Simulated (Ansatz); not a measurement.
# AlN, space group F-43m: a breakdown of dispersion, smearing and cutoff terms

Program: Ansatz's Python interface.

`aln_terms.py`:
```python
"""Dispersion, smearing and cutoff parts of the energy of AlN."""

from dataclasses import dataclass

import ansatz as az


@dataclass(frozen=True)
class Options:
    kmesh: tuple[int, ...] = (6, 6, 6)
    filling: str = "Fixed"


settings = Options()

aln = (
    az.Lattice.of((0.0, 2.18399, 2.18399), (2.18399, 0.0, 2.18399), (2.18399, 2.18399, 0.0))
    .atom("Al", (0.0, 0.0, 0.0))
    .atom("N", (0.75, 0.75, 0.75))
)

calculation = aln.calculation()
calculation = calculation.kpoints(*settings.kmesh).occupations(settings.filling)
with_term = calculation.functional("rpbe", dispersion="d4").basis(340).cutoff_correction(590).run().report
without = calculation.functional("rpbe").basis(340).run().report
finer = calculation.functional("rpbe").basis(590).run().report
removed = az.free_energy_without(with_term, az.EnergyTerm.DISPERSION)
print(f"dispersion term            {with_term['components']['e_disp']:.5f} eV")
print(f"F less dispersion          {removed:.5f} eV, run without it {without['free_energy_ev']:.5f} eV")
print(f"F less smearing term       {az.free_energy_without(without, az.EnergyTerm.SMEARING):.5f} eV")
print(f"estimated gain to 590 eV   {with_term['cutoff_correction']['energy_ev']:.5f} eV, found {finer['free_energy_ev'] - without['free_energy_ev']:.5f} eV")
```

`python aln_terms.py` gives:
```text
DeckWarning: basis.ecutwfc = 340 eV is below the records' recommended 420 eV, and the density's cutoff is lower with it unless basis.ecutrho_ratio is high enough to keep the records' density cutoff: compare with a run at a higher cutoff
dispersion term            -1.28610 eV
F less dispersion          -928.48052 eV, run without it -928.48052 eV
F less smearing term       -928.48052 eV
estimated gain to 590 eV   -0.08443 eV, found -0.08513 eV
```
(Warnings from the package without file and line.)

What to keep in mind:
- Total energies depend on the potentials; only differences at equal settings carry meaning. A total without «per atom» is that of the cell as typed.
- The cutoff lies under the one recommended for these potentials in some of the runs.
- The structure comes from a database of computed cells and needn't be a stable or known phase.
- The whole script took 1.8 s on 1 thread of Arm Neoverse V2 (shared host), peak memory 0.31 GiB.

(Lines on the test bed's own set-up are left out of the output.)
